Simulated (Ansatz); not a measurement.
# TePb: how the settings move a relaxation

Question: which choices in the input matter for TePb?

Method: reference: DFT, r2SCAN, PAW with Ansatz's default frozen-core files, scalar-relativistic; relaxation of cell and atoms, in Ansatz 0.2.0.

1 further run of the same task is left out (set aside as unsound or not needed).

### 1 Starting point

The structure is cubic, space group Fm-3m (No. 225). Conventional cell: a = 6.462 Å, b = 6.462 Å, c = 6.462 Å, α = 90.00°, β = 90.00°, γ = 90.00°. Te (site symmetry m-3m) is surrounded by 6 Pb at 3.23 Å. Pb (site symmetry m-3m) is surrounded by 6 Te at 3.23 Å.

Structure file:

```
CELL_PARAMETERS angstrom
0.00000 3.23100 3.23100
3.23100 0.00000 3.23100
3.23100 3.23100 0.00000
ATOMIC_POSITIONS crystal
Te 0.50000 0.50000 0.50000
Pb 0.00000 0.00000 0.00000
```

### 2 Reference

input.yaml reads:

```yaml
crystal:
  lattice:
    - [0.0, 3.231, 3.231]
    - [3.231, 0.0, 3.231]
    - [3.231, 3.231, 0.0]
  atoms:
    - { symbol: Te, position: [0.5, 0.5, 0.5] }
    - { symbol: Pb, position: [0.0, 0.0, 0.0] }
kpoints:
  mp_grid: { grid: [12, 12, 12] }
scf:
  occupations: { method: fermi_dirac, width: 0.1 }
hamiltonian:
  xc: r2scan
  pseudopotentials: { kind: paw }
relax:
  f_tol: 0.002
  max_steps: 80
  cell: {}
output:
  forces: true
  stress: true
```

On the command line:

```bash
$ ansatz run input.yaml --threads 1 --pin off --max-ram 2560MiB --backend cpu --events-out ev --progress --plain --runs-dir out
```

### 3 Changing settings: mp_grid.grid [8, 8, 8], occupations.method fixed, mixing.algorithm msr1, mixing.beta 0.1, mixing.ndim 4

Edit input.yaml of step 2 so:

```diff
@@ -9,5 +9,6 @@
 kpoints:
-  mp_grid: { grid: [12, 12, 12] }
+  mp_grid: { grid: [8, 8, 8] }
 scf:
-  occupations: { method: fermi_dirac, width: 0.1 }
+  occupations: { method: fixed }
+  mixing: { algorithm: msr1, beta: 0.1, ndim: 4 }
 hamiltonian:
@@ -22 +23,5 @@
   stress: true
+  write_density: true
+  write_potential: true
+  elf: true
+  volumetric_format: npy
```

Before running it: what results should come out? Wanted: for each run, ending; energy change; pressure; gap; force.

The runs gave:

```tsv
run	ending	energy change	pressure (GPa)	gap (eV)	force (eV/Å)	cycles	time
reference	converged	0	0.0	1.09	0.00	25	28 s
1: mp_grid.grid [8, 8, 8], occupations.method fixed, mixing.algorithm msr1, mixing.beta 0.1, mixing.ndim 4	converged	+0.1 meV/atom (σ→0)	0.0	1.09	0.00	26	16 s
```

Times don't compare one to one where runs were asked for different outputs or read a saved state (see the inputs); cycles may leave out searches for a lower state.

**Reading.** Changing the k-point mesh, smearing and mixing leaves the energy as it was (+0.1 meV/atom). The gap of the reference lacks spin-orbit coupling, though the cell holds Te and Pb.

These are semilocal Kohn-Sham gaps, which aren't the measured quantity. Such gaps usually fall short of the measured ones; spin-orbit coupling, left out here, narrows gaps with Pb, Te, so the two errors partly cancel.
